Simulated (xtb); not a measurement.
# CH6FGaSi (SMILES F[CH]([SiH3])[GaH2]) at GFN2-xTB

Aim: a structure relaxation of CH6FGaSi. 

The calculation is run with xtb 6.7.1 later snapshot.

1 further run of the same task is left out (set aside as unsound or not needed).

### Step 1. The system as given

CH6FGaSi: 10 atoms, total charge 0, spin state singlet. SMILES: `F[CH]([SiH3])[GaH2]`. All atoms were displaced at random from a relaxed shape. The run starts from this shape.

Bond lengths: F1–C2 1.576 Å, C2–Si3 1.951 Å, C2–Ga4 2.071 Å, C2–H5 1.050 Å, Si3–H6 1.419 Å, Si3–H7 1.518 Å, Si3–H8 1.393 Å, Ga4–H9 1.625 Å, Ga4–H10 1.557 Å. Some angles: F1–C2–Si3 103.9°, F1–C2–Ga4 71.2°, Si3–C2–Ga4 124.1°, F1–C2–H5 95.2°, Si3–C2–H5 116.5°, Ga4–C2–H5 119.4°, C2–Si3–H6 108.7°, C2–Si3–H7 104.3°, C2–Si3–H8 109.1°, C2–Ga4–H9 114.8°.

### Step 2. A geometry optimisation at GFN2-xTB

The input, xtb.inp:

```
$opt
   engine=rf
$end
```

The input, start.xyz:

```xyz
10

F     -1.190970     0.246190    -0.985540
C      0.304180    -0.137520    -0.666020
Si     0.151690    -1.509610     0.712140
Ga     0.045170     1.888580    -0.321690
H      0.526480    -0.470940    -1.636380
H     -0.338050    -0.908950     1.900570
H      1.571580    -2.011600     0.899650
H     -0.736460    -2.492270     0.281110
H     -0.519690     2.263320     1.155410
H      0.127900     3.012640    -1.395850
```

Run with:

```console
$ xtb start.xyz --opt normal -I xtb.inp --gfn 2 -u 0 | tee out.txt
```

**Question.** What will come out? Wanted: total energy at the end; dipole moment; HOMO energy; LUMO energy; HOMO–LUMO gap; dispersion energy; mean polarisability.

**Answer.** As computed:

At GFN2-xTB:

| quantity | value |
| --- | --- |
| total energy at the end | -12.81825 Eh |
| dipole moment | 1.82 D |
| HOMO energy | -10.74 eV |
| LUMO energy | -6.14 eV |
| HOMO–LUMO gap | 4.60 eV |
| dispersion energy | -15.20 kJ/mol |
| mean polarisability (D4 model) | 82.6 bohr³ |

What this shows: At the final geometry: Bond lengths: F1–C2 1.515 Å, C2–Si3 1.906 Å, C2–Ga4 2.001 Å, C2–H5 1.093 Å, Si3–H6 1.467 Å, Si3–H7 1.465 Å, Si3–H8 1.464 Å, Ga4–H9 1.558 Å, Ga4–H10 1.559 Å. Some angles: F1–C2–Si3 106.2°, F1–C2–Ga4 73.9°, Si3–C2–Ga4 123.8°, F1–C2–H5 102.7°, Si3–C2–H5 113.3°, Ga4–C2–H5 121.5°, C2–Si3–H6 108.0°, C2–Si3–H7 105.4°, C2–Si3–H8 109.2°, C2–Ga4–H9 117.6°. The optimisation took 8 steps and changed the energy by -0.254 eV.
